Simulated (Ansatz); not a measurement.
# GeH8OSi2: how energies converge with the basis set

One table from this session's results is given with a row withheld; the runs are named, their logs left out.

Computed with Ansatz 0.2.0, Gaussian basis. Level: one geometry, several basis sets.

Plan: PBE0-D4/def2-SVP; ωB97M-V/def2-SVP; PBE0-D4/def2-QZVPP; ωB97M-V/def2-QZVPP; the functionals' def2-TZVPP values are taken from earlier runs.

### The relaxed structure

All runs share one geometry, relaxed beforehand with PBE0-D4 in a triple-zeta def2 set.

SMILES `[OH][GeH2][SiH2][SiH3]`, 12 atoms, charge 0, spin multiplicity 1.

Atoms are counted from 1 here; the program's logs count them from 0.

Bond lengths: O1–Ge2 1.791 Å, O1–H5 0.960 Å, Ge2–Si3 2.391 Å, Ge2–H6 1.536 Å, Ge2–H7 1.546 Å, Si3–Si4 2.337 Å, Si3–H8 1.488 Å, Si3–H9 1.490 Å, Si4–H10 1.488 Å, Si4–H11 1.489 Å, Si4–H12 1.487 Å. Angles: Ge2–O1–H5 112.6°, O1–Ge2–Si3 109.1°, O1–Ge2–H6 103.5°, O1–Ge2–H7 109.3°, Si3–Ge2–H6 113.9°, Si3–Ge2–H7 110.9°, H6–Ge2–H7 109.8°, Ge2–Si3–Si4 108.5°, Ge2–Si3–H8 109.5°, Ge2–Si3–H9 109.9°, Si4–Si3–H8 110.2°, Si4–Si3–H9 110.1°, H8–Si3–H9 108.7°, Si3–Si4–H10 109.5°, Si3–Si4–H11 109.3°, Si3–Si4–H12 112.2°, H10–Si4–H11 108.1°, H10–Si4–H12 109.0° and more.

The first run:

in.yaml

```yaml
crystal:
  periodic: [false, false, false]
  atoms:
    - {symbol: O, position_ang: [-2.085851, 1.269236, -0.531876]}
    - {symbol: Ge, position_ang: [-0.773110, 1.529041, 0.658188]}
    - {symbol: Si, position_ang: [0.348893, -0.545790, 1.048866]}
    - {symbol: Si, position_ang: [1.067629, -1.398075, -1.005264]}
    - {symbol: H, position_ang: [-1.759288, 0.959083, -1.379156]}
    - {symbol: H, position_ang: [-1.507829, 2.079338, 1.889318]}
    - {symbol: H, position_ang: [0.207265, 2.593071, 0.112996]}
    - {symbol: H, position_ang: [-0.587207, -1.501367, 1.701501]}
    - {symbol: H, position_ang: [1.516439, -0.329125, 1.948716]}
    - {symbol: H, position_ang: [2.087225, -0.487340, -1.592561]}
    - {symbol: H, position_ang: [-0.089074, -1.464523, -1.941229]}
    - {symbol: H, position_ang: [1.652008, -2.758845, -0.875299]}
basis:
  gaussian: {orbitals: def2-SVP}
hamiltonian: {xc: pbe0, dispersion: d4}
output: {orbitals: {seedname: orbitals}}
```

Steps of the session up to this table: PBE0-D4 in def2-SVP; ωB97M-V in def2-SVP; PBE0-D4 in def2-QZVPP; ωB97M-V in def2-QZVPP.

One of the session's tables, all rows but one given; the rest of the session is left out.

It belongs to the step «Functionals by basis». 

```
functional       basis  HOMO (eV)
   PBE0-D4    def2-SVP      -7.62
   PBE0-D4  def2-TZVPP      -7.69
   PBE0-D4  def2-QZVPP      -7.71
   ωB97M-V    def2-SVP      -9.65
   ωB97M-V  def2-TZVPP      -9.73
   ωB97M-V  def2-QZVPP          ?
```

Estimate the missing values for ωB97M-V, def2-QZVPP.

As computed: HOMO (eV): -9.75. In the column «HOMO (eV)» it is the lowest.
